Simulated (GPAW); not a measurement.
Crystal: Ti3Se.

```xyz
4
Lattice="3.1974 0.0000 0.0000 -1.5987 2.7691 0.0000 0.0000 0.0000 7.9427" Properties=species:S:1:pos:R:3 pbc="T T T"
Se    0.0000    0.0000    0.0000
Ti    1.5987    0.9230    3.9714
Ti    0.0000    1.8460    6.1390
Ti    0.0000    1.8460    1.8038
```

The cell comes from a database or a generator and needn't be the stable form of this composition.

Base run:

| Property | Result |
| --- | --- |
| Program | GPAW 26.7.0 |
| Functional | PBEsol |
| Potentials or basis | PAW data sets generated in the run's folder for this functional |
| Cutoff | 600 eV |
| Basis | pw |
| k mesh | 7 × 7 × 3 |
| Occupations | fermi-dirac, width 0.05 eV |
| Spin | no spin polarisation |
| Hubbard terms | Ti d U = 1 eV |

Its results: pressure -3.6 GPa; largest force 0.129 eV/Å.

**Question.** The run is repeated on the same cell with these changes: hubbard terms from Ti d U = 1 eV to Ti d U = 4 eV. What comes out?

**Answer.** Pressure -0.2 GPa; largest force 0.198 eV/Å.

Caveats: U without spin polarisation on a metal has little footing.

Not every run made on this cell is shown here.
